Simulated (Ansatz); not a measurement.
# H₅InN₂S: a ladder of functionals and wavefunction methods

One table from this session's results is given with a row withheld; the runs are named, their logs left out.

Program: Ansatz 0.2.0, Gaussian basis. Level of theory: functionals in def2-TZVPP, the program's frozen cores in correlated methods. These are calculated values, not measurements.

Levels to be run: LDA (SPW92), PBE-D4, revPBE-D4, BLYP-D4, r2SCAN-D4, B97M-V, PBE0-D4, B3LYP-D4, r2SCANh-D4, r2SCAN0-D4, HSE06-D4, BHLYP-D4, CAM-B3LYP-D4, LC-ωPBE, ωB97X-V, ωB97M-V, B2PLYP, PBE-QIDH; CCSD(T)/def2-SVP; CCSD(T)/def2-TZVPP; MP2/def2-QZVPP; extrapolation to the limit; RPA on PBE.

1 further run of the same task is left out (for a known fault of the program).

### The geometry

The geometry comes from an earlier relaxation with PBE0-D4 in a triple-zeta def2 set; it is a stationary point, not always the lowest conformer. In takes the def2 core potential; no spin-orbit term is included.

SMILES `[NH2][In]([NH2])[SH]`, 9 atoms, charge 0, spin multiplicity 1.

Atoms are counted from 1 here; the program's logs count them from 0.

Bond lengths: N1–In2 2.022 Å, N1–H5 1.011 Å, N1–H6 1.010 Å, In2–N3 2.019 Å, In2–S4 2.384 Å, N3–H7 1.010 Å, N3–H8 1.010 Å, S4–H9 1.343 Å. Angles: In2–N1–H5 116.0°, In2–N1–H6 116.2°, H5–N1–H6 108.5°, N1–In2–N3 120.8°, N1–In2–S4 120.5°, N3–In2–S4 118.7°, In2–N3–H7 116.3°, In2–N3–H8 116.4°, H7–N3–H8 108.7°, In2–S4–H9 93.5°.

Set-up of the first run:

Input file in.yaml:

```yaml
crystal:
  periodic: [false, false, false]
  atoms:
    - {symbol: N, position_ang: [-0.794906, 1.335341, 0.900584]}
    - {symbol: In, position_ang: [0.212373, -0.087915, -0.122266]}
    - {symbol: N, position_ang: [-0.625642, -1.887787, -0.487067]}
    - {symbol: S, position_ang: [2.419274, 0.329086, -0.922235]}
    - {symbol: H, position_ang: [-1.803073, 1.275469, 0.866076]}
    - {symbol: H, position_ang: [-0.523540, 2.291210, 0.719392]}
    - {symbol: H, position_ang: [0.012584, -2.651753, -0.657022]}
    - {symbol: H, position_ang: [-1.332635, -2.194947, 0.165757]}
    - {symbol: H, position_ang: [2.435546, 1.591296, -0.463238]}
basis:
  gaussian: {orbitals: def2-TZVPP}
hamiltonian: {xc: lda}
output: {orbitals: {seedname: orbitals}}
```

Launch:

```sh
> ansatz run in.yaml --threads 4 --pin off --events-out ev --progress --plain --max-ram 10444MiB
```

Among the steps run: LDA; PBE-D4 (GGA); revPBE-D4 (GGA); BLYP-D4 (GGA); r2SCAN-D4 (meta-GGA); B97M-V (meta-GGA); PBE0-D4 (hybrid); B3LYP-D4 (hybrid); r2SCANh-D4 (hybrid); r2SCAN0-D4 (hybrid); HSE06-D4 (hybrid); BHLYP-D4 (hybrid); CAM-B3LYP-D4 (range-separated); LC-ωPBE (range-separated); ωB97X-V (range-separated); ωB97M-V (range-separated); B2PLYP (double hybrid); PBE-QIDH (double hybrid).

One of the session's tables, all rows but one given; the rest of the session is left out.

It belongs to the step «Orbital energies across the functionals». 

```
  functional  HOMO (eV)  gap (eV)
 LDA (SPW92)          ?         ?
      PBE-D4      -5.76      3.94
   revPBE-D4      -5.70      3.99
     BLYP-D4      -5.63      3.83
   r2SCAN-D4      -6.06      4.52
      B97M-V      -6.10      4.40
     PBE0-D4      -7.13      6.18
    B3LYP-D4      -6.88      5.60
  r2SCANh-D4      -6.58      5.35
  r2SCAN0-D4      -7.33      6.55
    HSE06-D4      -6.73      5.41
    BHLYP-D4      -8.27      8.10
CAM-B3LYP-D4      -8.48      8.43
     LC-ωPBE      -9.91     11.17
     ωB97X-V      -9.52     10.56
     ωB97M-V      -9.38     10.17
```

Q: Estimate the row for LDA (SPW92) from the others.

As computed: HOMO (eV): -5.95; gap (eV): 3.88. In the column «HOMO (eV)» it lies between r2SCAN-D4 (-6.06) and PBE-D4 (-5.76).
